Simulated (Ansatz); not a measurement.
# Chromium, beta-Sn type under LDA: from relaxation to bulk modulus

What does LDA give for chromium in the beta-Sn type structure? We relax it, solve it on a dense k-mesh, switch on spin-orbit coupling, then scale the cell to 7 volumes from 88 to 112 % of the relaxed one and try a fit of the equation of state. The start is ferromagnetic. The k-meshes are 14×14×10 for the relaxation; 25×25×13 for the dense run; 15×15×8 for spin-orbit coupling; 17×17×9 for the volumes.

Computed with Ansatz 0.2.0 (DFT LDA (PW92), plane waves (420 eV) with PAW, scalar-relativistic; PBE-made PAW files, unless a step says otherwise).

## (1) Starting point

The structure is tetragonal, space group I4_1/amd (No. 141). Conventional cell: a = 4.518 Å, b = 4.518 Å, c = 2.467 Å, α = 90.00°, β = 90.00°, γ = 90.00°. Cr (site symmetry -4m2) is surrounded by 6 Cr at 2.34 to 2.47 Å.

Coordinates:

```xyz
2
Lattice="-2.2592 2.2592 1.2335 2.2592 -2.2592 1.2335 2.2592 2.2592 -1.2335" Properties=species:S:1:pos:R:3 pbc="T T T"
Cr    0.0000    0.0000    0.0000
Cr    0.0000    2.2592    0.6168
```

Starting moments (μB): +1.5 ×2.

## (2) Relaxing cell and atoms

The input, input.yaml:

```yaml
crystal:
  lattice:
    - [-2.2592229202, 2.2592229202, 1.2335357144]
    - [2.2592229202, -2.2592229202, 1.2335357144]
    - [2.2592229202, 2.2592229202, -1.2335357144]
  atoms:
    - { symbol: Cr, position: [0.0, 0.0, 0.0], spin: 1.5 }
    - { symbol: Cr, position: [0.75, 0.25, 0.5], spin: 1.5 }
hamiltonian:
  xc: lda
  pseudopotentials:
    kind: paw
    azcp:
      Cr: "pseudopotentials/Cr.paw.azcp"
basis:
  ecutwfc: 420
  fft_grid_basis: typed
kpoints:
  mp_grid: { grid: [14, 14, 10], shift: [0, 0, 0] }
magnetization:
  spin_polarized: true
scf:
  occupations: { method: fermi_dirac, width: 0.05 }
relax:
  max_steps: 60
  f_tol: 0.01
  cell: {}
```

After this run come: The energy on a finer k-mesh; Spin-orbit coupling switched on; Volume × 0.88; Volume × 0.92; Volume × 0.96; Volume × 1.0; Volume × 1.04; Volume × 1.08; Volume × 1.12.

Q: Predict the outcome of this session. Wanted: space group; conventional cell; volume; shortest distance; gap on the mesh; magnetic state; relative to bcc; V₀, B₀, B₀′.

As calculated:

| quantity | value |
| --- | --- |
| space group (spins left aside) | Fddd (No. 70) |
| conventional cell | a = 2.333 Å, b = 4.808 Å, c = 7.864 Å |
| volume | 11.026 Å³/atom |
| shortest distance | 2.333 Å |
| gap on the mesh | none (levels filled in part) |
| magnetic state | non-magnetic |
| relative to bcc | +199 meV/atom |
| V₀, B₀, B₀′ | 11.023 Å³/atom, 284 GPa, 4.1 |

**Reading.** From the guessed start the volume shrank by 12.4 % in 20 steps. The cell has left its prototype: it ends as Fddd. What follows belongs to that structure, not to the type named at the start. The mesh has less symmetry than the lattice, which may have let the distortion in. It lies 199 meV/atom above the element's reference form at the same level (bcc, from a run of its own), so it is far from stable. The starting moments do not survive. Levels at the Fermi energy are filled in part, as in a metal. Totals with and without spin-orbit coupling (-0.11 eV/atom apart) can't be read as binding, since the two-component data shift the zero of energy. The fitted modulus is 284 GPa, among the stiffest elements; letting shape and positions relax at each volume could only lower it.
